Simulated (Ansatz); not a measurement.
**C3H5Al: two geometries relaxed**

Are the two ends of the shift of H6 from C3 to Al4 separate minima, and which lies lower? Each is relaxed from a guess. SMILES of the start: C#C[CH2][AlH2].

All numbers below are computed with Ansatz 0.2.0 (UKS PBE/cc-pVDZ).

## (1) Starting point

Bond lengths: C1–C2 1.148 Å, C2–C3 1.438 Å, C3–Al4 1.927 Å, C1–H5 1.123 Å, C3–H6 1.116 Å, C3–H7 1.153 Å, Al4–H8 1.589 Å, Al4–H9 1.675 Å. Angles: C1–C2–C3 178.5°, C2–C1–H5 177.3°, C2–C3–Al4 113.0°, C2–C3–H6 110.0°, C2–C3–H7 110.4°, Al4–C3–H6 109.3°, Al4–C3–H7 108.6°, H6–C3–H7 105.3°, C3–Al4–H8 121.9°, C3–Al4–H9 119.8°, H8–Al4–H9 118.2°.

Structure file:

```xyz
9

C    -0.4756    1.4602   -1.5986
C     0.0822    0.8084   -0.8364
C     0.7969   -0.0279    0.0901
Al   -0.3643   -1.1509    1.1406
H    -1.0577    2.1068   -2.3080
H     1.5293   -0.6660   -0.4590
H     1.4312    0.6167    0.8050
H    -0.2948   -2.7359    1.0609
H    -1.5588   -0.4577    2.0883
```

## (2) End point A

The input, input.yaml:

```yaml
crystal:
  periodic: [false, false, false]
  atoms:
    - { symbol: C, position_ang: [-0.4756, 1.4602, -1.5986] }
    - { symbol: C, position_ang: [0.0822, 0.8084, -0.8364] }
    - { symbol: C, position_ang: [0.7969, -0.0279, 0.0901] }
    - { symbol: Al, position_ang: [-0.3643, -1.1509, 1.1406] }
    - { symbol: H, position_ang: [-1.0577, 2.1068, -2.308] }
    - { symbol: H, position_ang: [1.5293, -0.666, -0.459] }
    - { symbol: H, position_ang: [1.4312, 0.6167, 0.805] }
    - { symbol: H, position_ang: [-0.2948, -2.7359, 1.0609] }
    - { symbol: H, position_ang: [-1.5588, -0.4577, 2.0883] }
magnetization:
  spin_polarized: true
basis:
  gaussian: { orbitals: cc-pVDZ }
hamiltonian:
  xc: pbe
relax:
  f_tol: 0.02
  max_steps: 50
```

Launch:

```sh
> ansatz run input.yaml --threads 2 --pin off --max-ram 3072MiB --backend cpu --events-out ev --progress --plain --runs-dir out
```

Log, cut to the lines that bear on the results:

```text
Warning: RAYON_NUM_THREADS=2 ignored (pool sized by the plan → 2); use --threads N
[...]
Functional definition: PBE
[...]
1083 factors; their error is unknown
[...]
mean field -9778.19339880 eV, -359.3419795084 hartree, gradient 6.8e-5 eV, S^2 0.000000; 0 other end points of the search recorded, 0 dependent functions left out
[...]
reference -9778.19344192 eV, -359.3419810930 hartree; 18, 18 occupied and 67, 67 virtual orbitals, 1083 factors
relax step   1: F+E_penalty+E_count = -9778.19339880 eV  Δ(F+E_penalty+E_count) = +0.000e0 eV  max|allowed force component| = 7.407e0 eV/Å  Δτ_max = 0.0000 Å  (30 SCF iters, accepted)
[...]
relax step   4: F+E_penalty+E_count = -9778.73124152 eV  Δ(F+E_penalty+E_count) = -2.183e-2 eV  max|allowed force component| = 2.844e-1 eV/Å  Δτ_max = 0.1372 Å  (31 SCF iters, accepted)
[...]
relax step   7: F+E_penalty+E_count = -9778.82428064 eV  Δ(F+E_penalty+E_count) = -3.965e-2 eV  max|allowed force component| = 3.507e-1 eV/Å  Δτ_max = 0.1944 Å  (29 SCF iters, accepted)
[...]
relax step  10: F+E_penalty+E_count = -9778.98586543 eV  Δ(F+E_penalty+E_count) = -6.210e-2 eV  max|allowed force component| = 6.801e-1 eV/Å  Δτ_max = 0.1953 Å  (30 SCF iters, accepted)
[...]
relax step  11: F+E_penalty+E_count = -9779.04302616 eV  Δ(F+E_penalty+E_count) = -5.716e-2 eV  max|allowed force component| = 7.721e-1 eV/Å  Δτ_max = 0.1952 Å  (29 SCF iters, accepted)
[...]
relax step  12: F+E_penalty+E_count = -9779.07861050 eV  Δ(F+E_penalty+E_count) = -3.558e-2 eV  max|allowed force component| = 5.974e-1 eV/Å  Δτ_max = 0.1045 Å  (32 SCF iters, accepted)
[...]
1083 factors; their error is unknown
[...]
mean field -9779.12003412 eV, -359.3760327284 hartree, gradient 7.5e-6 eV, S^2 0.000000; 0 other end points of the search recorded, 0 dependent functions left out
[...]
```

## (3) The output, continued: end point A relaxed

The log, continued, cut to the lines that bear on the results:

```text
reference -9779.12007648 eV, -359.3760342851 hartree; 18, 18 occupied and 67, 67 virtual orbitals, 1083 factors
relax step  13: F+E_penalty+E_count = -9779.12003412 eV  Δ(F+E_penalty+E_count) = -4.142e-2 eV  max|allowed force component| = 5.367e-1 eV/Å  Δτ_max = 0.0755 Å  (33 SCF iters, accepted)
[...]
relax step  15: F+E_penalty+E_count = -9779.16901774 eV  Δ(F+E_penalty+E_count) = -4.898e-2 eV  max|allowed force component| = 4.569e-1 eV/Å  Δτ_max = 0.0749 Å  (33 SCF iters, accepted)
[...]
relax step  17: F+E_penalty+E_count = -9779.20021775 eV  Δ(F+E_penalty+E_count) = +1.073e-3 eV  max|allowed force component| = 4.052e-1 eV/Å  Δτ_max = 0.0847 Å  (33 SCF iters, rejected (line search))
[...]
Total energy: -9779.21110811 eV, -359.3793796355 hartree
Atom 0 at    -0.869882     0.709610    -1.041395 Å, force    -0.005007     0.004592    -0.006709 eV/Å
Atom 1 at     0.364428     0.644014    -0.657726 Å, force    -0.008968    -0.002714     0.002717 eV/Å
Atom 2 at     1.341669     0.143080     0.161250 Å, force     0.009021     0.000847    -0.000947 eV/Å
Atom 3 at    -0.864173    -0.654770     0.524829 Å, force     0.001475    -0.002503     0.003516 eV/Å
Atom 4 at    -1.418987     1.259175    -1.809610 Å, force     0.004261    -0.001600     0.002462 eV/Å
Atom 5 at     2.007367    -0.655058    -0.206718 Å, force    -0.001340     0.001496     0.003586 eV/Å
Atom 6 at     1.704040     0.743771     1.011840 Å, force    -0.002972    -0.004723    -0.001812 eV/Å
Atom 7 at    -0.854931    -2.188074     0.067377 Å, force     0.000924     0.007348     0.002460 eV/Å
Atom 8 at    -1.321130    -0.048046     1.933054 Å, force     0.002605    -0.002743    -0.005272 eV/Å
Dipole moment:     0.193557     0.182037    -0.160639 e Å
```

Run time: 21 s. Hardware: 2 threads of Intel Xeon 6975P-C (Granite Rapids), shared host; peak memory 0.17 GiB.

Step by step:

```csv
step,energy from step 1 (eV),largest force component (eV/Å)
1,0.0000,7.4065
2,-0.4926,0.7676
3,-0.5160,0.2734
4,-0.5378,0.2844
5,-0.5570,0.3322
6,-0.5912,0.4335
7,-0.6309,0.3507
8,-0.6765,0.3278
9,-0.7304,0.4504
10,-0.7925,0.6801
11,-0.8496,0.7721
12,-0.8852,0.5974
13,-0.9266,0.5367
14x,-0.9240,1.5485
15,-0.9756,0.4569
16,-1.0079,0.2709
17x,-1.0068,0.4052
18,-1.0157,0.3370
19x,-1.0151,0.3992
20,-1.0174,0.0464
21,-1.0177,0.0090
```

Step 1 is the start. 3 steps were tried and not accepted (marked x).

After: Bond lengths: C1–C2 1.294 Å, C2–C3 1.370 Å, C1–Al4 2.077 Å, C2–Al4 2.144 Å, C1–H5 1.093 Å, C3–H6 1.103 Å, C3–H7 1.103 Å, Al4–H8 1.600 Å, Al4–H9 1.600 Å. Angles (14 of 15 angles, heavy atoms first): C1–C2–C3 151.2°, C1–C2–Al4 69.4°, C3–C2–Al4 81.8°, C2–C1–Al4 75.0°, C1–Al4–C2 35.7°, C2–C1–H5 135.5°, Al4–C1–H5 149.5°, C2–C3–H6 119.7°, C2–C3–H7 119.8°, C1–Al4–H8 114.4°, C1–Al4–H9 114.4°, C2–Al4–H8 114.8°, C2–Al4–H9 114.8°, H6–C3–H7 117.0°.

Pairs that crossed the distance rule for bonds on the way: came closer C1–Al4, C2–Al4; moved apart C3–Al4.

## (4) Relaxing end B

The second end starts from a geometry with the move made by hand.

Changes to input.yaml since step 2:

```diff
@@ -8,3 +8,3 @@
     - { symbol: H, position_ang: [-1.0577, 2.1068, -2.308] }
-    - { symbol: H, position_ang: [1.5293, -0.666, -0.459] }
+    - { symbol: H, position_ang: [1.16646, -1.01857, 1.2448] }
     - { symbol: H, position_ang: [1.4312, 0.6167, 0.805] }
@@ -21 +21,3 @@
   max_steps: 50
+output:
+  orbitals: {}
```

Launch:

```sh
> ansatz run input.yaml --threads 2 --pin off --max-ram 3072MiB --backend cpu --events-out ev --progress --plain --runs-dir out
```

Log, cut to the lines that bear on the results:

```text
Warning: RAYON_NUM_THREADS=2 ignored (pool sized by the plan → 2); use --threads N
[...]
[... 1 set-up line as earlier in the session ...]
[...]
1083 factors; their error is unknown
[...]
mean field -9773.42713675 eV, -359.1668226089 hartree, gradient 2.6e-5 eV, S^2 1.002184; 8 other end points of the search recorded, 0 dependent functions left out
[...]
reference -9773.42718093 eV, -359.1668242322 hartree; 18, 18 occupied and 67, 67 virtual orbitals, 1083 factors
relax step   1: F+E_penalty+E_count = -9773.42713675 eV  Δ(F+E_penalty+E_count) = +0.000e0 eV  max|allowed force component| = 8.270e0 eV/Å  Δτ_max = 0.0000 Å  (209 SCF iters, accepted)
[...]
relax step   5: F+E_penalty+E_count = -9776.22454573 eV  Δ(F+E_penalty+E_count) = -4.644e-1 eV  max|allowed force component| = 1.422e0 eV/Å  Δτ_max = 0.1948 Å  (36 SCF iters, accepted)
[...]
relax step   9: F+E_penalty+E_count = -9778.39550695 eV  Δ(F+E_penalty+E_count) = -1.723e-1 eV  max|allowed force component| = 3.264e0 eV/Å  Δτ_max = 0.1944 Å  (36 SCF iters, accepted)
[...]
relax step  13: F+E_penalty+E_count = -9778.77621382 eV  Δ(F+E_penalty+E_count) = -3.242e-2 eV  max|allowed force component| = 8.132e-1 eV/Å  Δτ_max = 0.2000 Å  (29 SCF iters, accepted)
[...]
relax step  15: F+E_penalty+E_count = -9778.87791668 eV  Δ(F+E_penalty+E_count) = -5.416e-2 eV  max|allowed force component| = 5.587e-1 eV/Å  Δτ_max = 0.1951 Å  (30 SCF iters, accepted)
[...]
relax step  16: F+E_penalty+E_count = -9778.93278920 eV  Δ(F+E_penalty+E_count) = -5.487e-2 eV  max|allowed force component| = 5.630e-1 eV/Å  Δτ_max = 0.1951 Å  (30 SCF iters, accepted)
[...]
1083 factors; their error is unknown
[...]
mean field -9778.97495994 eV, -359.3707013505 hartree, gradient 1.8e-5 eV, S^2 0.000000; 0 other end points of the search recorded, 0 dependent functions left out
[...]
reference -9778.97500292 eV, -359.3707029300 hartree; 18, 18 occupied and 67, 67 virtual orbitals, 1083 factors
```

## (5) The output, continued: end point B relaxed

Output, continued, cut to the lines that bear on the results:

```text
relax step  17: F+E_penalty+E_count = -9778.97495994 eV  Δ(F+E_penalty+E_count) = -4.217e-2 eV  max|allowed force component| = 8.149e-1 eV/Å  Δτ_max = 0.1955 Å  (30 SCF iters, accepted)
[...]
relax step  20: F+E_penalty+E_count = -9779.11798584 eV  Δ(F+E_penalty+E_count) = -5.137e-2 eV  max|allowed force component| = 4.141e-1 eV/Å  Δτ_max = 0.0944 Å  (33 SCF iters, accepted)
[...]
relax step  23: F+E_penalty+E_count = -9779.17608896 eV  Δ(F+E_penalty+E_count) = -1.588e-3 eV  max|allowed force component| = 6.360e-1 eV/Å  Δτ_max = 0.1178 Å  (33 SCF iters, accepted)
[...]
relax step  26: F+E_penalty+E_count = -9779.21052528 eV  Δ(F+E_penalty+E_count) = -4.327e-3 eV  max|allowed force component| = 5.938e-2 eV/Å  Δτ_max = 0.0271 Å  (35 SCF iters, accepted)
[...]
Total energy: -9779.21109923 eV, -359.3793793093 hartree
Atom 0 at    -0.789677     0.610933    -0.979923 Å, force     0.008213    -0.000958    -0.000139 eV/Å
Atom 1 at     0.384978     0.600788    -0.436932 Å, force    -0.004413    -0.005877     0.013404 eV/Å
Atom 2 at     1.260568     0.156985     0.519461 Å, force     0.001716     0.006115    -0.006183 eV/Å
Atom 3 at    -0.940564    -0.714053     0.614717 Å, force     0.001100     0.003617    -0.004875 eV/Å
Atom 4 at    -1.251771     1.121423    -1.827826 Å, force    -0.002929     0.001353    -0.003696 eV/Å
Atom 5 at     1.998759    -0.621985     0.267233 Å, force    -0.003009    -0.001802    -0.001422 eV/Å
Atom 6 at     1.483573     0.791690     1.392871 Å, force     0.000436     0.000503    -0.000363 eV/Å
Atom 7 at    -0.819960    -2.255621     0.206404 Å, force    -0.000113    -0.002368     0.000740 eV/Å
Atom 8 at    -1.600346    -0.089030     1.930696 Å, force    -0.001002    -0.000584     0.002534 eV/Å
Dipole moment:     0.206725     0.185432    -0.138342 e Å
```

Run time: 31 s. Hardware: 2 threads of Intel Xeon 6975P-C (Granite Rapids), shared host; peak memory 0.23 GiB.

Step by step:

```
step  energy from step 1 (eV)  largest force component (eV/Å)
   1                   0.0000                          8.2701
   2                  -1.2859                          2.9659
   3                  -1.8433                          1.4949
   4                  -2.3330                          1.5313
   5                  -2.7974                          1.4219
   6                  -3.4053                          2.2902
   7                  -4.1477                          2.8859
   8                  -4.7961                          2.4951
   9                  -4.9684                          3.2639
  10                  -5.2393                          0.5872
  11                  -5.2582                          0.7504
  12                  -5.3167                          0.2751
  13                  -5.3491                          0.8132
  14                  -5.3966                          0.2802
  15                  -5.4508                          0.5587
  16                  -5.5057                          0.5630
  17                  -5.5478                          0.8149
  18                  -5.6277                          0.6469
  19                  -5.6395                          0.6365
  20                  -5.6908                          0.4141
  21                  -5.7323                          0.7338
  22                  -5.7474                          0.9586
  23                  -5.7490                          0.6360
  24                  -5.7765                          0.1316
  25                  -5.7791                          0.4680
  26                  -5.7834                          0.0594
  27                  -5.7839                          0.0336
  28                  -5.7839                          0.0134
```

Step 1 is the start.

After: Bond lengths: C1–C2 1.294 Å, C2–C3 1.371 Å, C1–Al4 2.079 Å, C2–Al4 2.143 Å, C1–H5 1.092 Å, C3–H6 1.102 Å, C3–H7 1.102 Å, Al4–H8 1.599 Å, Al4–H9 1.599 Å. Angles (14 of 15 angles, heavy atoms first): C1–C2–C3 151.1°, C1–C2–Al4 69.5°, C3–C2–Al4 81.6°, C2–C1–Al4 74.9°, C1–Al4–C2 35.7°, C2–C1–H5 135.5°, Al4–C1–H5 149.6°, C2–C3–H6 119.8°, C2–C3–H7 119.7°, C1–Al4–H8 114.4°, C1–Al4–H9 114.3°, C2–Al4–H8 114.8°, C2–Al4–H9 114.8°, H6–C3–H7 116.9°.

Pairs that crossed the distance rule for bonds on the way: came closer C1–Al4, C2–Al4, C3–H6; moved apart C3–Al4, Al4–H6.

## (6) Summary of results

| quantity | value |
| --- | --- |
| end A | 17 moves, 1.018 eV lower |
| end B | 27 moves, 5.784 eV lower |
| largest difference between the ends | 0.00 Å |
| end B relative to end A | +0.000 eV |

The two relaxations end at one structure, within 0.00 Å: no second minimum was found from this start, which doesn't rule one out.
